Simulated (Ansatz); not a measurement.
# C₂H₆FNSi: up Jacob's ladder to CCSD(T)

One table from this session's results is given with a row withheld; the runs are named, their logs left out.

Method: functionals in def2-TZVPP, the program's frozen cores in correlated methods; program: Ansatz 0.2.0, Gaussian basis.

Levels to be run: PBE-D4, r2SCAN-D4, PBE0-D4, B3LYP-D4, ωB97X-V, ωB97M-V, B2PLYP; CCSD(T)/def2-TZVPP; MP2/def2-QZVPP; extrapolation to the limit.

### The relaxed structure

An earlier PBE0-D4 in a triple-zeta def2 set relaxation fixed the geometry.

SMILES `N/C(F)=C/[SiH3]`, 11 atoms, charge 0, spin multiplicity 1.

Atoms are counted from 1 here; the program's logs count them from 0.

Bond lengths: N1–C2 1.364 Å, N1–H6 1.005 Å, N1–H7 1.007 Å, C2–F3 1.340 Å, C2–C4 1.334 Å, C4–Si5 1.844 Å, C4–H8 1.084 Å, Si5–H9 1.487 Å, Si5–H10 1.489 Å, Si5–H11 1.489 Å. Angles: C2–N1–H6 115.8°, C2–N1–H7 115.6°, H6–N1–H7 114.7°, N1–C2–F3 109.7°, N1–C2–C4 130.1°, F3–C2–C4 120.1°, C2–C4–Si5 123.5°, C2–C4–H8 116.5°, Si5–C4–H8 120.0°, C4–Si5–H9 107.9°, C4–Si5–H10 112.6°, C4–Si5–H11 112.4°, H9–Si5–H10 108.3°, H9–Si5–H11 108.2°, H10–Si5–H11 107.3°.

Set-up of the first run:

in.yaml reads:

```yaml
crystal:
  periodic: [false, false, false]
  atoms:
    - {symbol: N, position_ang: [-1.246588, 0.892547, -1.621969]}
    - {symbol: C, position_ang: [-0.513828, 0.111901, -0.776434]}
    - {symbol: F, position_ang: [-0.421697, -1.129376, -1.272897]}
    - {symbol: C, position_ang: [0.112800, 0.426660, 0.358020]}
    - {symbol: Si, position_ang: [1.176948, -0.753185, 1.294066]}
    - {symbol: H, position_ang: [-1.545857, 1.777778, -1.250956]}
    - {symbol: H, position_ang: [-1.940399, 0.408956, -2.169054]}
    - {symbol: H, position_ang: [-0.017879, 1.441030, 0.718248]}
    - {symbol: H, position_ang: [1.704043, -0.042953, 2.489896]}
    - {symbol: H, position_ang: [2.333309, -1.239643, 0.492349]}
    - {symbol: H, position_ang: [0.424349, -1.950617, 1.759329]}
basis:
  gaussian: {orbitals: def2-TZVPP}
hamiltonian: {xc: pbe, dispersion: d4}
output: {forces: true, orbitals: {seedname: orbitals}}
```

On the command line:

```bash
$ ansatz run in.yaml --threads 4 --pin off --events-out ev --progress --plain --max-ram 10444MiB
```

Steps of the session up to this table: PBE-D4 (GGA); r2SCAN-D4 (meta-GGA); PBE0-D4 (hybrid); B3LYP-D4 (hybrid); ωB97X-V (range-separated); ωB97M-V (range-separated); B2PLYP (double hybrid); CCSD(T) in def2-TZVPP; MP2 in def2-QZVPP.

One of the session's tables, all rows but one given; the rest of the session is left out.

It belongs to the step «Atomisation energies». 

| method | atomisation energy (kJ/mol) |
| --- | --- |
| PBE-D4 | 4134.1 |
| r2SCAN-D4 | 4043.2 |
| PBE0-D4 | ? |
| B3LYP-D4 | 4045.2 |
| ωB97X-V | 4054.0 |
| ωB97M-V | 4051.3 |
| B2PLYP | 3993.7 |
| HF/def2-TZVPP | 2866.7 |
| MP2/def2-TZVPP | 3976.9 |
| CCSD/def2-TZVPP | 3847.9 |
| CCSD(T)/def2-TZVPP | 3912.4 |
| MP2/CBS | 4089.9 |
| CCSD(T)/CBS | 4025.4 |

Q: Estimate the row for PBE0-D4 from the others.

As computed: atomisation energy (kJ/mol): 4045.6. In the column «atomisation energy (kJ/mol)» it lies between B3LYP-D4 (4045.2) and ωB97M-V (4051.3).

To keep in mind: Free atoms (1 N, 2 C, 1 F, 1 Si, 6 H) were run apart at each level; the atomisation energy is their sum less the molecule, without zero-point or spin-orbit terms.
